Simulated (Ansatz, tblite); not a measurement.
# [CuMe2]- (C2H6Cu−): spin-state energies by level

Is the singlet the ground state of [CuMe2]- (C2H6Cu−)? Other spin states are computed and compared level by level.

Method: as each input shows; program: Ansatz 0.2.0, Gaussian basis.

Plan: triplet, at the geometry of the singlet (GFN1-xTB, GFN2-xTB, PBE0-D4/def2-TZVPD, PBE-D4/def2-TZVPD, r2SCAN-D4/def2-TZVPD); the singlet's energies come from earlier runs.

### Step 1. The relaxed structure

The singlet was relaxed beforehand with PBE0-D4/def2-TZVPD.

9 atoms, charge -1, spin multiplicity 1.

Bond lengths: Cu1–C2 1.963 Å, Cu1–C6 1.963 Å, C2–H3 1.102 Å, C2–H4 1.102 Å, C2–H5 1.102 Å, C6–H7 1.102 Å, C6–H8 1.102 Å, C6–H9 1.102 Å. Angles: C2–Cu1–C6 180.0°, Cu1–C2–H3 112.4°, Cu1–C2–H4 112.4°, Cu1–C2–H5 112.4°, H3–C2–H4 106.4°, H3–C2–H5 106.4°, H4–C2–H5 106.4°, Cu1–C6–H7 112.4°, Cu1–C6–H8 112.4°, Cu1–C6–H9 112.4°, H7–C6–H8 106.4°, H7–C6–H9 106.4°, H8–C6–H9 106.4°.

Formally the metal is d10. No spin-orbit coupling is included. The ion is computed in the gas phase, without counter-ions or solvent.

### Step 2. Triplet at the fixed geometry, GFN1-xTB

Tight binding, by tblite at 300 K electronic temperature and without a spin-polarisation term:

```python
tblite.interface.Calculator('GFN1-xTB', numbers, positions, charge=-1, uhf=2).singlepoint()
```

Energy -323.9524 eV; 0.003 s.

### Step 3. Triplet at the fixed geometry, GFN2-xTB

Tight binding, by tblite at 300 K electronic temperature and without a spin-polarisation term:

```python
tblite.interface.Calculator('GFN2-xTB', numbers, positions, charge=-1, uhf=2).singlepoint()
```

Energy -304.8557 eV; 0.012 s.

### Step 4. Triplet at the fixed geometry, PBE0-D4/def2-TZVPD

File in.yaml:

```yaml
crystal:
  periodic: [false, false, false]
  atoms:
    - {symbol: Cu, position_ang: [-0.000013, 0.000114, -0.000002]}
    - {symbol: C, position_ang: [-0.003536, -0.014356, 1.962933]}
    - {symbol: H, position_ang: [-0.436973, 0.905312, 2.389130]}
    - {symbol: H, position_ang: [1.011200, -0.104168, 2.384301]}
    - {symbol: H, position_ang: [-0.587114, -0.853525, 2.375887]}
    - {symbol: C, position_ang: [0.003545, 0.014378, -1.962955]}
    - {symbol: H, position_ang: [-1.014898, 0.018020, -2.384897]}
    - {symbol: H, position_ang: [0.513385, -0.865507, -2.388565]}
    - {symbol: H, position_ang: [0.514393, 0.899733, -2.375822]}
basis:
  gaussian: {orbitals: def2-TZVPD}
total_charge: -1
magnetization: {spin_polarized: true, initial_magnetization: 2}
hamiltonian: {xc: pbe0, dispersion: d4}
scf: {omitted_lower_state_checks: [starts]}
output: {orbitals: {seedname: orbitals}}
```

Run with:

```
ansatz run in.yaml --threads 4 --pin off --events-out ev --progress --plain --max-ram 3916MiB
```

The log of the run:

```text
Functional definition: PBE0
  name "PBE0"
  cite "Adamo & Barone, J. Chem. Phys. 110, 6158 (1999) doi:10.1063/1.478522"
  cite "Perdew, Burke & Ernzerhof, Phys. Rev. Lett. 77, 3865 (1996) doi:10.1103/PhysRevLett.77.3865"
  parent pbe
  parameter a = 0.25
  parameter kappa = 0.804
  parameter beta = 0.06672455060314922
  exchange = (1 - a)*pbe_x(kappa = kappa, mu = beta*pi^2/3) + a*exact_x
  correlation = pbe_c(beta = beta)
these checks for a lower state are left out or cut short: starts
1202 factors; their error is unknown
mean field evaluation 1: about -46763.5651 eV, gradient 1.3e2 eV
mean field evaluation 2: about -46647.5656 eV, gradient 2.8e2 eV
mean field evaluation 4: about -46799.9826 eV, gradient 1.7e1 eV
mean field evaluation 8: about -46800.7679 eV, gradient 1.9e-1 eV
mean field evaluation 16: about -46800.8670 eV, gradient 1.9e-3 eV
mean field evaluation 32: about -46801.4299 eV, gradient 6.5e-3 eV
mean field -46801.42985642 eV, -1719.9208240749 hartree, gradient 8.1e-6 eV, S^2 2.003443; 0 other end points of the search recorded, 0 dependent functions left out
reference -46801.42989296 eV, -1719.9208254175 hartree; 25, 23 occupied and 151, 153 virtual orbitals, 1202 factors
Total energy: -46801.55348855 eV, -1719.9253674717 hartree
Checks for a lower state left out: starts
```

Wall time 18 s (4 threads of Arm Neoverse V2, shared host); peak memory 0.68 GiB.

HOMO 2.08 eV, LUMO -0.21 eV (over both spins; with the spin held, an empty level of the minority spin lies below the top filled one); ⟨S²⟩ 2.003 (pure: 2.00). Doubts: highest occupied level lies above zero.

### Step 5. Triplet at the fixed geometry, PBE-D4/def2-TZVPD

start.molden holds the orbitals of an earlier run on this state, given as this run's starting guess.

Edit in.yaml of step 4 so:

```diff
@@ -13,6 +13,6 @@
 basis:
-  gaussian: {orbitals: def2-TZVPD}
+  gaussian: {orbitals: def2-TZVPD, initial_orbitals: start.molden}
 total_charge: -1
 magnetization: {spin_polarized: true, initial_magnetization: 2}
-hamiltonian: {xc: pbe0, dispersion: d4}
+hamiltonian: {xc: pbe, dispersion: d4}
 scf: {omitted_lower_state_checks: [starts]}
```

The command is unchanged.

The log of the run:

```text
Functional definition: PBE
  name "PBE"
  cite "Perdew, Burke & Ernzerhof, Phys. Rev. Lett. 77, 3865 (1996) doi:10.1103/PhysRevLett.77.3865"
  parent pbe
  parameter kappa = 0.804
  parameter beta = 0.06672455060314922
  exchange = pbe_x(kappa = kappa, mu = beta*pi^2/3)
  correlation = pbe_c(beta = beta)
these checks for a lower state are left out or cut short: starts
1123 factors; their error is unknown
mean field evaluation 1: about -46800.9713 eV, gradient 6.7e0 eV
mean field evaluation 2: about -46801.2080 eV, gradient 5.3e-1 eV
mean field evaluation 4: about -46801.1755 eV, gradient 2.6e-1 eV
mean field evaluation 8: about -46801.1839 eV, gradient 9.3e-2 eV
mean field evaluation 16: about -46801.1884 eV, gradient 6.0e-1 eV
mean field -46801.19181008 eV, -1719.9120760331 hartree, gradient 1.1e-5 eV, S^2 2.001225; 0 other end points of the search recorded, 0 dependent functions left out
reference -46801.19185493 eV, -1719.9120776814 hartree; 25, 23 occupied and 151, 153 virtual orbitals, 1123 factors
Total energy: -46801.33986707 eV, -1719.9175170271 hartree
Checks for a lower state left out: starts
```

Run time: 17 s. Hardware: 4 threads of Arm Neoverse V2, shared host.

From the report: HOMO 2.42 eV, LUMO -1.63 eV (over both spins; with the spin held, an empty level of the minority spin lies below the top filled one); ⟨S²⟩ 2.001 (pure: 2.00). Doubts: highest occupied level lies above zero.

### Step 6. Triplet at the fixed geometry, r2SCAN-D4/def2-TZVPD

Edit in.yaml of step 5 so:

```diff
@@ -16,3 +16,3 @@
 magnetization: {spin_polarized: true, initial_magnetization: 2}
-hamiltonian: {xc: pbe, dispersion: d4}
+hamiltonian: {xc: r2scan, dispersion: d4}
 scf: {omitted_lower_state_checks: [starts]}
```

Same command.

The log of the run, cut to the lines that bear on the results:

```text
Functional definition: r2SCAN
  name "r2SCAN"
  cite "Furness, Kaplan, Ning, Perdew & Sun, J. Phys. Chem. Lett. 11, 8208 (2020) doi:10.1021/acs.jpclett.0c02405"
  cite "Furness, Kaplan, Ning, Perdew & Sun, J. Phys. Chem. Lett. 11, 9248 (2020) doi:10.1021/acs.jpclett.0c03077"
  parent r2scan
[...]
1123 factors; their error is unknown
[...]
mean field -46809.21477365 eV, -1720.2069145062 hartree, gradient 7.2e-6 eV, S^2 2.002644; 0 other end points of the search recorded, 0 dependent functions left out
reference -46809.21479549 eV, -1720.2069153089 hartree; 25, 23 occupied and 151, 153 virtual orbitals, 1123 factors
Total energy: -46809.25109038 eV, -1720.2082491215 hartree
Checks for a lower state left out: starts
```

Run time: 26 s. Hardware: 4 threads of Arm Neoverse V2, shared host.

Report: HOMO 2.41 eV, LUMO -1.44 eV (over both spins; with the spin held, an empty level of the minority spin lies below the top filled one); ⟨S²⟩ 2.003 (pure: 2.00). Doubts: highest occupied level lies above zero.

### Step 7. Triplet less singlet, vertical

The singlet's energies are those of its earlier runs, whose logs aren't repeated here.

```csv
level,"triplet less singlet, vertical (eV)",time
GFN1-xTB,+6.494,0.006 s
GFN2-xTB,+5.171,0.014 s
PBE-D4/def2-TZVPD,+3.640,19 s
r2SCAN-D4/def2-TZVPD,+3.541,29 s
PBE0-D4/def2-TZVPD,+3.448,19 s
```

Times add the two runs; a level without a time comes out of a correlated run. Tight binding without a spin term can't rank spin states.

### Step 8. Summary of results

```
                                                 quantity                                   value
triplet less singlet, vertical, functionals in def2-TZVPD  +3.448 (PBE0-D4) to +3.640 eV (PBE-D4)
```

In words: All functionals put the triplet above the singlet, over a spread of 0.192 eV. The checks for a lower triplet were left out, so another state of that spin may lie lower. The singlet here is a closed shell; an open-shell singlet can lie lower. These are electronic energies, without zero-point motion, entropy or surroundings.

The anion's highest level is positive in at least one run, so there the basis alone may hold the extra electron.
